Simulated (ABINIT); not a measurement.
The system is Ta3N.

```
CELL_PARAMETERS angstrom
3.03222 0.00000 0.00000
-1.51611 2.62598 0.00000
0.00000 0.00000 7.52414
ATOMIC_POSITIONS crystal
Ta 0.66667 0.33333 0.82607
Ta 0.33333 0.66667 0.17393
Ta 0.00000 0.00000 0.50000
N 0.00000 0.00000 0.00000
```

The cell comes from a database or a generator and needn't be the stable form of this composition.

- Program: ABINIT 10.8.3 (patched build)
- Task: single point
- Functional: PBE
- Potentials or basis: JTH PAW PBE v2.0
- Cutoff: 707 eV
- k mesh: 10 × 10 × 4
- Occupations: fermi-dirac, width 0.05 eV
- Spin: no spin polarisation

On this cell: pressure -0.8 GPa; largest force 0.127 eV/Å; band gap on the k mesh none (metal or under the smearing width).

The same run follows on a disturbed copy (atoms moved at random, drawn with an rms of 0.05 Å):

```
CELL_PARAMETERS angstrom
3.03222 0.00000 0.00000
-1.51611 2.62598 0.00000
0.00000 0.00000 7.52414
ATOMIC_POSITIONS crystal
Ta 0.67856 0.35183 0.82240
Ta 0.34771 0.66490 0.17549
Ta 0.99945 0.00065 0.49519
N 0.99628 0.01546 0.99323
```

Problem. What changes?

Solution. The energy (extrapolated to zero smearing) moves by +14.1 meV/atom; pressure -1.0 GPa; largest force 0.960 eV/Å; band gap on the k mesh none (metal or under the smearing width).

Forces on the atoms (eV/Å):
```
Ta  -0.271 -0.019 -0.092
Ta  -0.367  0.180 -0.868
Ta  -0.001  0.024  0.371
N    0.639 -0.185  0.590
```

Stress tensor (GPa, compression positive):
```
-2.16  0.07 -0.45
 0.07 -1.28  0.59
-0.45  0.59  0.41
```
